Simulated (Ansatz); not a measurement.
# SiH (SMILES [SiH]) at U-r2SCAN/6-311G(d,p)

What is the electronic atomisation energy of SiH at U-r2SCAN/6-311G**? 

The calculation is run with Ansatz 0.2.0.

66 further runs of the same task are left out: 2 that didn't finish, 64 set aside as unsound or not needed.

### Step 1. The molecule

SiH has 2 atoms, charge 0, and is taken as a doublet. SMILES: `[SiH]`. The shape is that of a GFN2-xTB optimisation.

Bond lengths: Si1–H2 1.517 Å.

### Step 2. The energy at U-r2SCAN/6-311G(d,p)

job.yaml

```yaml
crystal:
  periodic: [false, false, false]
  atoms:
    - {symbol: Si, position_ang: [0.000000, 0.000000, 0.000000]}
    - {symbol: H, position_ang: [0.000000, 0.000000, 1.516560]}
basis:
  gaussian: {orbitals: 6-311G_st__st_-spherical.json}
magnetization: {spin_polarized: true, initial_magnetization: 1}
accuracy: high
hamiltonian: {xc: {name: r2SCAN}}
```

The basis set 6-311G** is read from a file made from the Basis Set Exchange's data (not shown).

Command:

```
$ ansatz run job.yaml --threads 1 --pin off --max-ram 2610MiB --events-out events.jsonl --progress --plain --runs-dir runs
```

Log:

```text
Warning: RAYON_NUM_THREADS=1 ignored (pool sized by the plan → 1); use --threads N
Functional definition: r2SCAN
  name "r2SCAN"
  parameter k0 = 0.174
  parameter k1 = 0.065
  parameter a1 = 4.9479
  exchange = r2scan_x(k0 = k0, k1 = k1, a1 = a1)
  correlation = r2scan_c
456 factors; integrals over basis functions are off by at most 4.1e-9 eV
mean field evaluation 1: about -7889.7301 eV, gradient 6.3e0 eV
mean field evaluation 2: about -7889.9535 eV, gradient 3.4e0 eV
mean field evaluation 4: about -7890.0603 eV, gradient 2.5e-1 eV
mean field evaluation 8: about -7890.0573 eV, gradient 5.8e-3 eV
mean field evaluation 16: about -7890.0573 eV, gradient 2.1e-6 eV
mean field evaluation 32: about -7890.0573 eV, gradient 5.0e-8 eV
mean field -7890.05730483 eV, -289.9542578794 hartree, gradient 5.0e-9 eV, S^2 0.755634; 2 other end points of the search recorded, 0 dependent functions left out
reference -7890.05730767 eV, -289.9542579838 hartree; 8, 7 occupied and 24, 25 virtual orbitals, 456 factors
Total energy: -7890.05730767 eV, -289.9542579838 hartree
```

Wall time 3.3 s (1 thread of Arm Neoverse V2, shared host); peak memory 0.14 GiB.

### Step 3. The H atom at the same level

job.yaml

```yaml
crystal:
  periodic: [false, false, false]
  atoms:
    - {symbol: H, position_ang: [0.000000, 0.000000, 0.000000]}
basis:
  gaussian: {orbitals: 6-311G_st__st_.json}
magnetization: {spin_polarized: true, initial_magnetization: 1}
hamiltonian: {xc: {name: r2SCAN}}
accuracy: high
```

The basis set 6-311G** is read from a file made from the Basis Set Exchange's data (not shown).

Run the same way, it converges to -0.49993 Eh (log not shown).

### Step 4. The Si atom, same level

in.yaml

```yaml
crystal:
  periodic: [false, false, false]
  atoms:
    - {symbol: Si, position_ang: [0.000000, 0.000000, 0.000000]}
basis:
  gaussian:
    orbitals: 6-311G_st__st_-spherical.json
magnetization:
  spin_polarized: true
  initial_magnetization: 2
accuracy: high
hamiltonian:
  xc: {name: r2SCAN}
```

The basis set 6-311G** is read from a file made from the Basis Set Exchange's data (not shown).

Run the same way, it converges to -289.34151 Eh (log not shown).

### Step 5. Summary of results

Level: U-r2SCAN/6-311G**.

| quantity | value |
| --- | --- |
| molecule: total energy | -289.95426 Eh |
| molecule: ⟨S²⟩ | 0.756 |
| H atom: total energy | -0.49993 Eh |
| H atom: ⟨S²⟩ | 0.750 |
| Si atom: total energy | -289.34151 Eh |
| Si atom: ⟨S²⟩ | 2.004 |
| electronic atomisation energy | 3.070 eV |

What this shows: Taking the molecule apart into free atoms costs 3.07 eV (71 kcal/mol), before zero-point energy and without spin-orbit coupling.
